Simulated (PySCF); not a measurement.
# C3H9NSi (SMILES [H]/N=C(/[SiH3])CC) at 6 levels

Aim: a comparison of 6 runs (HF/STO-3G, HF/3-21G, HF/def2-SVP, B3LYP/6-31G, wB97X/6-31G, CCSD/6-31G*) of C3H9NSi. Input form: a Python script.

The calculation is run with PySCF 2.14.0.

### 1 The structure to begin with

C3H9NSi: 14 atoms, total charge 0, spin state singlet. SMILES: `[H]/N=C(/[SiH3])CC`. The coordinates come from a PBE0-D4/def2-TZVP relaxation. This is one conformer, not always the lowest.

Bond lengths: C1–C2 1.524 Å, C2–C3 1.504 Å, C3–N4 1.271 Å, C3–Si5 1.902 Å, C1–H6 1.093 Å, C1–H7 1.092 Å, C1–H8 1.091 Å, C2–H9 1.096 Å, C2–H10 1.097 Å, N4–H11 1.026 Å, Si5–H12 1.490 Å, Si5–H13 1.488 Å, Si5–H14 1.480 Å. Some angles: C1–C2–C3 112.8°, C2–C3–N4 125.2°, C2–C3–Si5 119.8°, N4–C3–Si5 115.0°, C1–C2–H9 110.6°, C1–C2–H10 109.1°, C3–C2–H9 108.9°, C3–C2–H10 108.2°, C2–C1–H6 111.5°, C2–C1–H7 111.1°.

### 2 Energy and forces at HF/STO-3G (run 1)

File run.py:

```python
from pyscf import gto

mol = gto.Mole()
mol.atom = '''
C     -1.491183     0.658192     2.777330
C      0.708080    -0.902911     1.767461
C      0.632113    -1.215661    -1.056735
N      0.627011    -3.319304    -2.216460
Si     0.481880     1.686203    -3.172094
H     -1.497797     2.562658     1.976087
H     -3.300407    -0.222610     2.318694
H     -1.371941     0.850377     4.827494
H      0.737749    -2.776575     2.651097
H      2.489147     0.032125     2.267293
H      0.670664    -4.800849    -0.965461
H      1.992905     3.772271    -2.034668
H     -2.176776     2.575697    -3.377696
H      1.473797     1.045019    -5.707729
'''
mol.verbose = 3
mol.unit = 'bohr'
mol.max_memory = 1860
mol.basis = 'sto-3g'
mol.build()

mf = mol.RHF()
mf.conv_tol = 1e-10
mf.kernel()
if not mf.converged:
    mf = mf.newton().run(mf.mo_coeff, mf.mo_occ)

e_final = mf.e_tot
print(f'total energy: {e_final:.8f} hartree')
grad = mf.nuc_grad_method().kernel()
mf.analyze()
```

On the command line:

```
$ OMP_NUM_THREADS=1 python run.py
```

Log:

```text
converged SCF energy = -456.769500326939
total energy: -456.76950033 hartree
--------------- RHF gradients ---------------
         x                y                z
0 C     0.0175365189    -0.0120907543    -0.0094849243
1 C    -0.0195216511     0.0083086461    -0.0199775482
2 C     0.0029947865    -0.0208124980     0.0333560730
3 N     0.0008279153    -0.0034990988     0.0205052837
4 Si     0.0013285095    -0.0217170703     0.0077918640
5 H    -0.0011515610     0.0065160640    -0.0020435079
6 H    -0.0047281967    -0.0017027675    -0.0014210295
7 H     0.0001360532     0.0014382658     0.0047429717
8 H     0.0014724979    -0.0063331203     0.0001355381
9 H     0.0050910772     0.0025208678    -0.0006448628
10 H    -0.0010954216     0.0177490071    -0.0175614795
11 H     0.0173927402     0.0259983703     0.0145052579
12 H    -0.0312648920     0.0113725061    -0.0016304782
13 H     0.0109816238    -0.0077484181    -0.0282731579
----------------------------------------------
**** MO energy ****
MO #1   energy= -67.9845303155833  occ= 2
MO #2   energy= -15.3055814145438  occ= 2
MO #3   energy= -11.057650598693   occ= 2
MO #4   energy= -11.050287680088   occ= 2
MO #5   energy= -11.033278343923   occ= 2
MO #6   energy= -5.9649681722754   occ= 2
MO #7   energy= -3.99041264839271  occ= 2
MO #8   energy= -3.99025882202628  occ= 2
MO #9   energy= -3.99008326786719  occ= 2
MO #10  energy= -1.1496366015108   occ= 2
MO #11  energy= -1.00418200662155  occ= 2
MO #12  energy= -0.840197196377801 occ= 2
MO #13  energy= -0.74924600780186  occ= 2
MO #14  energy= -0.638871823238942 occ= 2
MO #15  energy= -0.598166009707265 occ= 2
MO #16  energy= -0.59431806126537  occ= 2
MO #17  energy= -0.519831521824682 occ= 2
MO #18  energy= -0.494298868114932 occ= 2
MO #19  energy= -0.487453516524815 occ= 2
MO #20  energy= -0.428316780545658 occ= 2
MO #21  energy= -0.418787244636222 occ= 2
MO #22  energy= -0.416320876607347 occ= 2
MO #23  energy= -0.348789916271322 occ= 2
MO #24  energy= -0.308564874109292 occ= 2
MO #25  energy= 0.301671885440607  occ= 0
MO #26  energy= 0.484032203329862  occ= 0
MO #27  energy= 0.530816002404723  occ= 0
MO #28  energy= 0.531916604028168  occ= 0
MO #29  energy= 0.56387082622559   occ= 0
MO #30  energy= 0.609731890142824  occ= 0
MO #31  energy= 0.638042254520188  occ= 0
MO #32  energy= 0.689098901730449  occ= 0
MO #33  energy= 0.70216855991464   occ= 0
MO #34  energy= 0.73563296051928   occ= 0
MO #35  energy= 0.762592076138103  occ= 0
MO #36  energy= 0.769619853098617  occ= 0
MO #37  energy= 0.821422373627555  occ= 0
MO #38  energy= 1.03452400478535   occ= 0
 ** Mulliken atomic charges  **
charge of    0C =     -0.09841
charge of    1C =     -0.06236
charge of    2C =     -0.05694
charge of    3N =     -0.22533
charge of    4Si =      0.60204
charge of    5H =      0.03227
charge of    6H =      0.03473
charge of    7H =      0.03679
charge of    8H =      0.02850
charge of    9H =      0.03509
charge of   10H =      0.08795
charge of   11H =     -0.14539
charge of   12H =     -0.13987
charge of   13H =     -0.12908
Dipole moment(X, Y, Z, Debye):  0.01252,  0.73953,  1.78986
```

Run time: 3.6 s. Hardware: 1 thread of Intel Xeon at 2.70GHz, shared host; peak memory 0.12 GiB.

### 3 Energy and gradient at HF/3-21G (run 2)

File input.py:

```python
import pyscf.grad
from pyscf import gto, scf

mol = gto.M(
    atom=[
    ('C', (-0.789100, 0.348300, 1.469700)),
    ('C', (0.374700, -0.477800, 0.935300)),
    ('C', (0.334500, -0.643300, -0.559200)),
    ('N', (0.331800, -1.756500, -1.172900)),
    ('Si', (0.255000, 0.892300, -1.678600)),
    ('H', (-0.792600, 1.356100, 1.045700)),
    ('H', (-1.746500, -0.117800, 1.227000)),
    ('H', (-0.726000, 0.450000, 2.554600)),
    ('H', (0.390400, -1.469300, 1.402900)),
    ('H', (1.317200, 0.017000, 1.199800)),
    ('H', (0.354900, -2.540500, -0.510900)),
    ('H', (1.054600, 1.996200, -1.076700)),
    ('H', (-1.151900, 1.363000, -1.787400)),
    ('H', (0.779900, 0.553000, -3.020400)),
],
    verbose=4,
    max_memory=1860,
    basis='3-21g',
    charge=0,
    spin=0,
)

mf = scf.RHF(mol)
mf.conv_tol = 1e-10
mf.kernel()
if not mf.converged:
    mf = mf.newton().run(mf.mo_coeff, mf.mo_occ)

energy = mf.e_tot
print('Final energy', energy)
grad = mf.Gradients().kernel()
mf.analyze()
```

On the command line:

```
$ OMP_NUM_THREADS=1 python input.py
```

Log:

```text
PySCF version 2.14.0

[... 86 lines left out ...]
One-electron Energy =                -1072.752819078923494
[... 8 lines left out ...]
MO #4   energy= -11.1865800829693  occ= 2
[... 6 lines left out ...]
MO #11  energy= -1.05772947837436  occ= 2
[... 6 lines left out ...]
MO #18  energy= -0.538037547497618 occ= 2
[... 6 lines left out ...]
MO #25  energy= 0.148490348414622  occ= 0
[... 6 lines left out ...]
MO #32  energy= 0.319058428779704  occ= 0
[... 6 lines left out ...]
MO #39  energy= 0.501247481125608  occ= 0
[... 6 lines left out ...]
MO #46  energy= 1.04123786851351   occ= 0
[... 6 lines left out ...]
MO #53  energy= 1.32508912550633   occ= 0
[... 6 lines left out ...]
MO #60  energy= 1.49380260530645   occ= 0
[... 6 lines left out ...]
MO #67  energy= 2.86379704198253   occ= 0
[... 45 lines left out ...]
pop of  4 Si 3px          0.83505
pop of  4 Si 3py          0.73022
pop of  4 Si 3pz          0.81137
pop of  4 Si 4px          0.01200
pop of  4 Si 4py          0.01766
pop of  4 Si 4pz          0.01122
pop of  5 H 1s            0.90190
pop of  5 H 2s            0.00839
pop of  6 H 1s            0.89745
pop of  6 H 2s            0.00906
pop of  7 H 1s            0.89531
pop of  7 H 2s            0.00906
pop of  8 H 1s            0.90776
pop of  8 H 2s            0.00921
pop of  9 H 1s            0.89252
pop of  9 H 2s            0.00925
pop of  10 H 1s           0.81241
pop of  10 H 2s           0.01129
pop of  11 H 1s           1.12064
pop of  11 H 2s           0.00170
pop of  12 H 1s           1.10924
pop of  12 H 2s           0.00137
pop of  13 H 1s           1.08981
pop of  13 H 2s           0.00111
 ** Mulliken atomic charges  **
charge of    0C =     -0.26021
charge of    1C =     -0.17390
charge of    2C =     -0.07690
charge of    3N =     -0.34193
charge of    4Si =      0.54044
charge of    5H =      0.08971
charge of    6H =      0.09349
charge of    7H =      0.09563
charge of    8H =      0.08303
charge of    9H =      0.09823
charge of   10H =      0.17630
charge of   11H =     -0.12234
charge of   12H =     -0.11061
charge of   13H =     -0.09092
Dipole moment(X, Y, Z, Debye): -0.01646,  0.35318,  2.63977
```

Wall time 4.8 s (1 thread of Intel Xeon at 2.70GHz, shared host); peak memory 0.14 GiB.

### 4 Energy and forces at HF/def2-SVP (run 3)

File mol.xyz:

```xyz
14
C3H9NSi
C     -0.789100     0.348300     1.469700
C      0.374700    -0.477800     0.935300
C      0.334500    -0.643300    -0.559200
N      0.331800    -1.756500    -1.172900
Si     0.255000     0.892300    -1.678600
H     -0.792600     1.356100     1.045700
H     -1.746500    -0.117800     1.227000
H     -0.726000     0.450000     2.554600
H      0.390400    -1.469300     1.402900
H      1.317200     0.017000     1.199800
H      0.354900    -2.540500    -0.510900
H      1.054600     1.996200    -1.076700
H     -1.151900     1.363000    -1.787400
H      0.779900     0.553000    -3.020400
```

File job.py:

```python
import pyscf.grad
from pyscf import gto, scf

molecule = gto.Mole()
molecule.atom = 'mol.xyz'
molecule.charge = 0
molecule.max_memory = 1860
molecule.basis = 'def2-svp'
molecule.spin = 0
molecule.verbose = 4
molecule.build()

hf = scf.RHF(molecule)
hf.conv_tol = 1e-10
hf.kernel()
if not hf.converged:
    hf = hf.newton().run(hf.mo_coeff, hf.mo_occ)

e_tot = hf.e_tot
print('Final energy', e_tot)
grad = hf.Gradients().kernel()
dip = hf.dip_moment()
pop, q = hf.mulliken_pop()
```

On the command line:

```
$ OMP_NUM_THREADS=1 python job.py
```

Log:

```text
PySCF version 2.14.0

[... 70 lines left out ...]
converged SCF energy = -461.980566549274
Final energy -461.98056654927444
[... 11 lines left out ...]
Dipole moment(X, Y, Z, Debye): -0.02659,  0.43860,  2.47439
[... 95 lines left out ...]
pop of  9 H 1s            0.75538
pop of  9 H 2s            0.16520
pop of  9 H 2px           0.01400
pop of  9 H 2py           0.00655
pop of  9 H 2pz           0.00424
pop of  10 H 1s           0.73370
pop of  10 H 2s           0.11121
pop of  10 H 2px          0.00734
pop of  10 H 2py          0.02205
pop of  10 H 2pz          0.01697
pop of  11 H 1s           0.74726
pop of  11 H 2s           0.39064
pop of  11 H 2px          0.00314
pop of  11 H 2py          0.00580
pop of  11 H 2pz          0.00190
pop of  12 H 1s           0.74579
pop of  12 H 2s           0.38012
pop of  12 H 2px          0.00881
pop of  12 H 2py          0.00160
pop of  12 H 2pz          0.00061
pop of  13 H 1s           0.74365
pop of  13 H 2s           0.36704
pop of  13 H 2px          0.00175
pop of  13 H 2py          0.00117
pop of  13 H 2pz          0.00840
 ** Mulliken atomic charges  **
charge of    0C =     -0.07248
charge of    1C =     -0.01655
charge of    2C =     -0.28770
charge of    3N =     -0.24895
charge of    4Si =      0.69835
charge of    5H =      0.05059
charge of    6H =      0.04486
charge of    7H =      0.04666
charge of    8H =      0.02955
charge of    9H =      0.05461
charge of   10H =      0.10873
charge of   11H =     -0.14874
charge of   12H =     -0.13693
charge of   13H =     -0.12201
```

Run time: 19 s. Hardware: 1 thread of Intel Xeon at 2.70GHz, shared host; peak memory 0.31 GiB.

Runs 4 to 5 aren't shown in full; the table further down has their settings and results.

### 5 A single-point energy at CCSD/6-31G(d) (spherical functions) (run 6)

File input.py:

```python
from pyscf import gto, cc

molecule = gto.Mole()
molecule.atom = '''
C   -0.789100   0.348300   1.469700
C    0.374700  -0.477800   0.935300
C    0.334500  -0.643300  -0.559200
N    0.331800  -1.756500  -1.172900
Si   0.255000   0.892300  -1.678600
H   -0.792600   1.356100   1.045700
H   -1.746500  -0.117800   1.227000
H   -0.726000   0.450000   2.554600
H    0.390400  -1.469300   1.402900
H    1.317200   0.017000   1.199800
H    0.354900  -2.540500  -0.510900
H    1.054600   1.996200  -1.076700
H   -1.151900   1.363000  -1.787400
H    0.779900   0.553000  -3.020400
'''
molecule.basis = '6-31g*'
molecule.max_memory = 1860
molecule.charge = 0
molecule.verbose = 4
molecule.build()

calc0 = molecule.RHF()
calc0.conv_tol = 1e-10
calc0.kernel()
if not calc0.converged:
    calc0 = calc0.newton().run(calc0.mo_coeff, calc0.mo_occ)

mycc = cc.CCSD(calc0, frozen=9)
mycc.kernel()
etot = mycc.e_tot
print(f'total energy: {etot:.8f} hartree')
calc0.analyze()
```

On the command line:

```
$ OMP_NUM_THREADS=1 python input.py
```

Log:

```text
PySCF version 2.14.0

[... 96 lines left out ...]
CCSD converged
[... 12 lines left out ...]
MO #2   energy= -15.5591902919683  occ= 2
[... 8 lines left out ...]
MO #11  energy= -1.05254529584474  occ= 2
[... 8 lines left out ...]
MO #20  energy= -0.487581169892888 occ= 2
[... 8 lines left out ...]
MO #29  energy= 0.231240227040963  occ= 0
[... 8 lines left out ...]
MO #38  energy= 0.413143941855815  occ= 0
[... 8 lines left out ...]
MO #47  energy= 0.829225639170109  occ= 0
[... 8 lines left out ...]
MO #56  energy= 1.08059653448517   occ= 0
[... 8 lines left out ...]
MO #65  energy= 1.26152040125942   occ= 0
[... 8 lines left out ...]
MO #74  energy= 1.88472384402694   occ= 0
[... 8 lines left out ...]
MO #83  energy= 2.52864172639626   occ= 0
[... 8 lines left out ...]
MO #92  energy= 3.21617889514088   occ= 0
[... 70 lines left out ...]
pop of  4 Si 4pz          0.01170
pop of  4 Si 3dxy         0.01018
pop of  4 Si 3dyz         0.01408
pop of  4 Si 3dz^2        0.01096
pop of  4 Si 3dxz         0.00647
pop of  4 Si 3dx2-y2      0.00945
pop of  5 H 1s            0.90567
pop of  5 H 2s            0.00677
pop of  6 H 1s            0.90182
pop of  6 H 2s            0.00726
pop of  7 H 1s            0.89835
pop of  7 H 2s            0.00728
pop of  8 H 1s            0.91266
pop of  8 H 2s            0.00742
pop of  9 H 1s            0.89975
pop of  9 H 2s            0.00723
pop of  10 H 1s           0.79936
pop of  10 H 2s           0.01281
pop of  11 H 1s           1.13817
pop of  11 H 2s           0.00144
pop of  12 H 1s           1.12713
pop of  12 H 2s           0.00131
pop of  13 H 1s           1.10807
pop of  13 H 2s           0.00139
 ** Mulliken atomic charges  **
charge of    0C =     -0.25754
charge of    1C =     -0.16263
charge of    2C =     -0.04903
charge of    3N =     -0.39022
charge of    4Si =      0.60330
charge of    5H =      0.08756
charge of    6H =      0.09092
charge of    7H =      0.09437
charge of    8H =      0.07992
charge of    9H =      0.09302
charge of   10H =      0.18784
charge of   11H =     -0.13961
charge of   12H =     -0.12844
charge of   13H =     -0.10946
Dipole moment(X, Y, Z, Debye):  0.00573,  0.49753,  2.51795
```

It took 26 s on 1 thread of Intel Xeon at 2.70GHz, shared host; peak memory 0.54 GiB.

### 6 Overview of the runs

```
run                              level  integration grid      task  energy (Eh)  dipole moment (D) of the reference  HOMO energy (eV)  LUMO energy (eV)  wall time
  1                          HF/STO-3G                 –  gradient  -456.769500                                1.94             -8.40              8.21      3.6 s
  2                           HF/3-21G                 –  gradient  -459.688392                                2.66            -10.36              4.04      4.8 s
  3                        HF/def2-SVP                 –  gradient  -461.980567                                2.51            -10.67              3.61       19 s
  4                        B3LYP/6-31G                 5  gradient  -463.868938                                2.65             -6.56             -0.39       49 s
  5                        wB97X/6-31G                 5  gradient  -463.789960                                2.72             -9.26              2.09       92 s
  6  CCSD/6-31G* (spherical functions)                 –    energy  -462.858631                                2.57            -10.61              3.80       26 s
```

### 7 Summary of results

| quantity | value |
| --- | --- |
| run 6: total energy | -462.85863 Eh |
| run 6: dipole moment (Hartree–Fock density) | 2.57 D |
| run 6: HOMO energy (Hartree–Fock orbitals) | -10.61 eV |
| run 6: LUMO energy (Hartree–Fock orbitals) | 3.80 eV |
| run 6: HOMO–LUMO gap (Hartree–Fock orbitals) | 14.41 eV |
| run 6: correlation energy (9 core orbitals frozen) | -682.1 mEh |
| run 6: T1 diagnostic | 0.012 |

Over runs 1, 2, 3, 4, 5 the dipole moment (its size) runs from 1.94 D (HF/STO-3G) to 2.72 D (wB97X/6-31G). The two ends differ in method and basis. Over runs 1, 2, 3, 4, 5 the HOMO–LUMO gap runs from 6.17 eV (B3LYP/6-31G) to 16.61 eV (HF/STO-3G). Totals of different functionals can't be ranked against each other. In run 1 the basis is minimal, so the values are rough. All runs together took 3.2 min, the longest 92 s.
